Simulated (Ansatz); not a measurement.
The system is TePt.

```xyz
2
Lattice="3.5592 0.0000 0.0000 0.0000 3.5592 0.0000 0.0000 0.0000 3.5592" Properties=species:S:1:pos:R:3 pbc="T T T"
Pt    0.0000    0.0000    0.0000
Te    1.7796    1.7796    1.7796
```

Measurements of this composition are mostly on another form, of space group No. 166.

- Program: Ansatz 0.2.0
- Task: relaxation of cell and atoms
- Functional: HSE03
- Potentials or basis: Ansatz PAW
- Cutoff: 420 eV (not typed: the program's choice for these potentials)
- k mesh: 4 × 4 × 4
- Occupations: fermi-dirac, width 0.05 eV
- Spin: no spin polarisation

At the start: volume 22.54 Å³/atom.

Where does the relaxation end?

It ends after 6 steps and the volume is 19.90 Å³/atom (-11.7 %); space group Pm-3m (No. 221, to 0.05 Å).

Step by step:
| step | energy change (eV) | largest force (eV/Å) | volume (Å³) |
| --- | --- | --- | --- |
| 1 | 0.0000 | 0.0000 | 45.09 |
| 2 | -0.2345 | 0.0000 | 38.81 |
| 3 | -0.2447 | 0.0000 | 40.09 |
| 4 | -0.2458 | 0.0000 | 39.81 |
| 5 | -0.2458 | 0.0000 | 39.80 |
| 6 | -0.2440 | 0.0000 | 39.80 |

Final structure:
```xyz
2
Lattice="3.4141 0.0000 0.0000 0.0000 3.4141 0.0000 0.0000 0.0000 3.4141" Properties=species:S:1:pos:R:3 pbc="T T T"
Pt    0.0000    0.0000    0.0000
Te    1.7071    1.7071    1.7071
```

Caveat: the k mesh is coarse (spacing up to 0.44 Å⁻¹), so the values aren't converged, least of all with exact exchange; the plane-wave basis is chosen anew once the cell has moved, so the energies of steps on either side of that aren't comparable; the PAW data sets come from PBE, with cores solved anew for the run's functional, which leaves a small shift of forces and pressure.
